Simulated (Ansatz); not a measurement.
# CH₄GeI, SMILES [CH3][GeH][I]: a single point from an input written key by key

Program: the Ansatz DFT code, driven from Python.

The cells in order, each with its output:

**Cell 1**
```python
import ansatz as az
import numpy as np
```

**Cell 2**
```python
deck = {
    "crystal": {
        "periodic": [False, False, False],
        "atoms": [
            {"symbol": "C", "position_ang": [-0.7509, 0.3376, -0.2475]},
            {"symbol": "Ge", "position_ang": [0.7128, -0.8367, -0.2009]},
            {"symbol": "I", "position_ang": [1.3508, -1.2231, 2.2023]},
            {"symbol": "H", "position_ang": [-0.443, 1.3576, 0.2072]},
            {"symbol": "H", "position_ang": [-1.65, -0.07, 0.2757]},
            {"symbol": "H", "position_ang": [-1.0925, 0.5726, -1.3162]},
            {"symbol": "H", "position_ang": [1.9341, -0.2061, -0.9663]},
        ],
    },
    "magnetization": {"spin_polarized": True, "initial_magnetization": 1},
    "basis": {"gaussian": {"orbitals": "def2-SVP"}},
    "hamiltonian": {"xc": "r2scan"},
    "output": {"forces": True},
}
session = az.Session.from_dict(deck)
data = session.plan(threads=1).execute().report

print("reference energy %16.6f eV" % data["reference_energy_ev"])
print("total energy     %16.6f eV" % data["free_energy_ev"])
print("occupied orbitals outside the frozen core (up, down):", data["n_occupied"], " frozen:", data["n_frozen"], " virtual:", data["n_virtual"])
symbols = ["C", "Ge", "I", "H", "H", "H", "H"]
field = data["mean_field"]
print("<S^2> =", round(abs(field["state"]["spin_squared"]), 4), " all-electron relativity setting:", field["relativity"])
print("passes:", field["passes"])
if "symmetry" in field:
    print("occupied orbitals by irrep:", field["symmetry"]["occupied"])

forces = np.array(data["forces_ev_ang"])
print("largest force", round(float(np.linalg.norm(forces, axis=1).max()), 4), "eV/A, rms", round(float(np.sqrt((forces ** 2).mean())), 4))
charges = data["charge_distribution"]
dipole = np.array(charges["dipole_moment_e_ang"]) * 4.803205
print("dipole (D): {:.3f} {:.3f} {:.3f}, length {:.3f}".format(*dipole, np.linalg.norm(dipole)))
print("atom  Mulliken   Lowdin")
for symbol, m, l in zip(symbols, charges["mulliken_charges_e"], charges["lowdin_charges_e"]):
    print(f"{symbol:4s} {m:9.3f} {l:8.3f}")
```
Output:
```text
reference energy    -65715.830892 eV
total energy        -65715.830892 eV
occupied orbitals outside the frozen core (up, down): [34, 33]  frozen: 0  virtual: [58, 59]
<S^2> = 0.7527  all-electron relativity setting: none
passes: {'evaluations': 15, 'products': 15}
occupied orbitals by irrep: [{'A': 34}, {'A': 33}]
largest force 3.0422 eV/A, rms 0.8817
dipole (D): -1.286 1.035 -1.544, length 2.260
atom  Mulliken   Lowdin
C       -0.298   -0.108
Ge       0.227   -0.083
I       -0.180    0.109
H        0.105    0.053
H        0.096    0.033
H        0.089    0.044
H       -0.038   -0.048
```

Reading the output:
- Total energies depend on the basis set; only differences at equal settings carry meaning.
- The geometry is a force-field or estimated start, not a minimum of this method, and the basis set is short of its limit.
- def2 sets replace the cores of elements past krypton by effective core potentials.
- The species is open-shell (spin multiplicity 2).
- The Löwdin charges here are taken after orthogonalising the functions within each atom; they differ from plain Löwdin charges, and their signs can be unphysical.
- Wall time of the script: 8.9 s on 1 thread of Intel(R) Xeon(R) Platinum 8259CL CPU @ 2.50GHz (Skylake/Cascade Lake), on a shared host, peak memory 0.26 GiB.

(Lines on the test bed's own set-up are left out of the output.)
